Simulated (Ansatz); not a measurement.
Crystal: Ta4O.

```xyz
5
Lattice="3.2575 0.0000 0.0000 0.0000 3.2575 0.0000 0.0000 0.0000 7.4093" Properties=species:S:1:pos:R:3 pbc="T T T"
Ta    0.0000    0.0000    0.0000
Ta    1.6287    1.6287    1.6067
Ta    1.6287    1.6287    5.8027
Ta    0.0000    0.0000    3.7047
O     1.6287    1.6287    3.7047
```

The cell comes from a database or a generator and needn't be the stable form of this composition.

Base run:

| Quantity | Value |
| --- | --- |
| Program | Ansatz 0.2.0 |
| Functional | PBEsol |
| Potentials or basis | Ansatz PAW |
| Cutoff | 420 eV (not typed: the program's choice for these potentials) |
| k mesh | 8 × 8 × 4 |
| Occupations | fermi-dirac, width 0.05 eV |
| Spin | no spin polarisation |
| Hubbard terms | Ta d U = 4 eV |

Its results: band gap on the k mesh none (metal or under the smearing width); pressure -4.1 GPa; largest force 0.559 eV/Å.

Question: The run is repeated on the same cell with these changes: hubbard terms from Ta d U = 4 eV to Ta d U = 3 eV. What comes out?

Answer: Band gap on the k mesh none (metal or under the smearing width); pressure -5.3 GPa; largest force 0.401 eV/Å.

Caveats: spin-orbit coupling is left out, which moves the levels of the heavy elements; U without spin polarisation on a metal has little footing; the PAW data sets come from PBE, with cores solved anew for the run's functional, which leaves a small shift of forces and pressure.
